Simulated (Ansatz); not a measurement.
# Bi2Ru2O7: the cost of one run

Computed with Ansatz 0.2.0 (DFT PBEsol, scalar-relativistic, plane waves, PAW, unless a step's input says otherwise).

2 further runs of the same task are left out: 2 set aside as unsound or not needed.

## 1. The starting structure

Symmetry: Fd-3m, No. 227, cubic system. The conventional cell has a = 10.249 Å, b = 10.249 Å, c = 10.249 Å, α = 90.00°, β = 90.00°, γ = 90.00°. Around Bi (site symmetry -3m) lie 8 O at 2.22 to 2.53 Å. Around Ru (site symmetry -3m) lie 6 O at 1.98 Å. O (site symmetry -43m) is surrounded by 4 Bi at 2.22 Å. Around O (site symmetry 2mm) lie 2 Ru at 1.98 Å and 2 Bi at 2.53 Å.

Structure file:

```
CELL_PARAMETERS angstrom
0.00000 5.12462 5.12462
5.12462 0.00000 5.12462
5.12462 5.12462 0.00000
ATOMIC_POSITIONS crystal
Bi 0.62500 0.62500 0.12500
Bi 0.62500 0.12500 0.62500
Bi 0.12500 0.62500 0.62500
Bi 0.62500 0.62500 0.62500
Ru 0.12500 0.12500 0.62500
Ru 0.12500 0.62500 0.12500
Ru 0.62500 0.12500 0.12500
Ru 0.12500 0.12500 0.12500
O 0.75000 0.75000 0.75000
O 0.50000 0.50000 0.50000
O 0.04727 0.45273 0.04727
O 0.79727 0.20273 0.79727
O 0.04727 0.04727 0.45273
O 0.45273 0.04727 0.04727
O 0.04727 0.45273 0.45273
O 0.45273 0.45273 0.04727
O 0.45273 0.04727 0.45273
O 0.20273 0.79727 0.79727
O 0.79727 0.20273 0.20273
O 0.20273 0.79727 0.20273
O 0.79727 0.79727 0.20273
O 0.20273 0.20273 0.79727
```

It goes back to an entry of the Materials Project.

It is the result of an earlier relaxation at this level (volume 12.23 Å³/atom; gap on the mesh: none (metal)).

## 2. Electronic structure at the relaxed geometry

input.yaml reads:

```yaml
crystal:
  lattice:
    - [0.0, 5.1246179047, 5.1246179047]
    - [5.1246179047, 0.0, 5.1246179047]
    - [5.1246179047, 5.1246179047, 0.0]
  atoms:
    - { symbol: Bi, position: [0.625, 0.625, 0.125] }
    - { symbol: Bi, position: [0.625, 0.125, 0.625] }
    - { symbol: Bi, position: [0.125, 0.625, 0.625] }
    - { symbol: Bi, position: [0.625, 0.625, 0.625] }
    - { symbol: Ru, position: [0.125, 0.125, 0.625] }
    - { symbol: Ru, position: [0.125, 0.625, 0.125] }
    - { symbol: Ru, position: [0.625, 0.125, 0.125] }
    - { symbol: Ru, position: [0.125, 0.125, 0.125] }
    - { symbol: O, position: [0.75, 0.75, 0.75] }
    - { symbol: O, position: [0.5, 0.5, 0.5] }
    - { symbol: O, position: [0.0472693128, 0.4527306872, 0.0472693128] }
    - { symbol: O, position: [0.7972693128, 0.2027306872, 0.7972693128] }
    - { symbol: O, position: [0.0472693128, 0.0472693128, 0.4527306872] }
    - { symbol: O, position: [0.4527306872, 0.0472693128, 0.0472693128] }
    - { symbol: O, position: [0.0472693128, 0.4527306872, 0.4527306872] }
    - { symbol: O, position: [0.4527306872, 0.4527306872, 0.0472693128] }
    - { symbol: O, position: [0.4527306872, 0.0472693128, 0.4527306872] }
    - { symbol: O, position: [0.2027306872, 0.7972693128, 0.7972693128] }
    - { symbol: O, position: [0.7972693128, 0.2027306872, 0.2027306872] }
    - { symbol: O, position: [0.2027306872, 0.7972693128, 0.2027306872] }
    - { symbol: O, position: [0.7972693128, 0.7972693128, 0.2027306872] }
    - { symbol: O, position: [0.2027306872, 0.2027306872, 0.7972693128] }
basis:
  ecutwfc: 420
kpoints:
  mp_grid: { grid: [6, 6, 6] }
  band_path:
    path:
      - [[0.0, 0.0, 0.0], [0.5, 0.0, 0.5], [0.625, 0.25, 0.625]]
      - [[0.375, 0.375, 0.75], [0.0, 0.0, 0.0], [0.5, 0.5, 0.5], [0.5, 0.25, 0.75], [0.5, 0.0, 0.5]]
    npoints: 10
hamiltonian:
  xc: pbesol
scf:
  occupations: { method: gaussian, width: 0.1 }
  n_extra_bands: 55
output:
  forces: true
  stress: true
  eigenvalues: true
  populations: true
  dos: { projected: true, de: 0.02, nscf_kmesh: { grid: [9, 9, 9] } }
  bader: false
  write_density: true
  write_potential: true
  elf: true
  volumetric_format: npy
```

Run with:

```
$ ansatz run input.yaml --threads 8 --pin off --max-ram 22528MiB --backend cpu --events-out ev --progress --plain --runs-dir out
```

Q: Estimate wall time and peak memory on 8 threads of Intel Xeon at 2.50GHz (Skylake/Cascade Lake), shared host.

About 73 s, with a peak of 2.8 GiB.
